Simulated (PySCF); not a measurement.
# C5H12NPSi2: the cost of one run

Computed with PySCF 2.14.0, with density-fitted response routines of our own, on a single molecule, in the gas phase or a continuum. Atoms count from 0, in the outputs and in this text.

### 1 The starting structure

21 atoms, charge 0, multiplicity 1; geometry from: GFN2-xTB. The atoms were then displaced at random by about 0.01 Å, so the start is not that level's minimum.

Bonds of the start (Å): C0–C1 1.23, C1–C2 1.45, C2–P3 1.86, P3–C4 1.80, C4–C5 1.33, P3–N6 1.75, N6–Si7 1.74, N6–Si8 1.76, C0–H9 1.02, C2–H10 1.10, C2–H11 1.09, C4–H12 1.11, C5–H13 1.07, C5–H14 1.09, Si7–H15 1.48, Si7–H16 1.47, Si7–H17 1.45, Si8–H18 1.47, Si8–H19 1.47, Si8–H20 1.44.

### 2 Optimising the geometry at PBE0-D3(BJ)/def2-SVP

Job settings and geometry (Å):

```
{"job": {"xc": "PBE0", "basis": "def2-SVP", "d3": "d3bj", "grid": 1, "shake": 0.01, "kind": "geom"}, "charge": 0, "multiplicity": 1}
C      3.562210    -1.281690     0.876200
C      2.367800    -0.999650     0.914740
C      0.947660    -0.691630     0.951480
P      0.297540    -0.360210    -0.759740
C      0.748540     1.374060    -0.967560
C      1.895230     1.920590    -0.570270
N     -1.380660    -0.184640    -0.311740
Si    -2.362440    -1.420980    -1.054840
Si    -2.053600     1.152110     0.618690
H      4.563950    -1.477610     0.844210
H      0.769030     0.178090     1.604500
H      0.418570    -1.546940     1.359810
H      0.016510     1.965850    -1.556960
H      2.139400     2.943400    -0.781570
H      2.623370     1.340440    -0.008460
H     -3.641600    -1.436900    -0.308460
H     -2.592180    -1.091670    -2.464130
H     -1.662760    -2.684890    -0.912850
H     -2.746060     2.061910    -0.302640
H     -3.002060     0.573990     1.577080
H     -0.979610     1.843350     1.275530
```

Started as:

```console
> OMP_NUM_THREADS=1 python probes_run.py task.json out
```

One launch serves the whole session: the jobs run in the order shown.

Q: Estimate the wall time and peak memory of this first job on 1 thread of Intel Xeon Platinum 8259CL at 2.50GHz, shared host.

About 6.9 min, with a peak of 0.9 GiB.
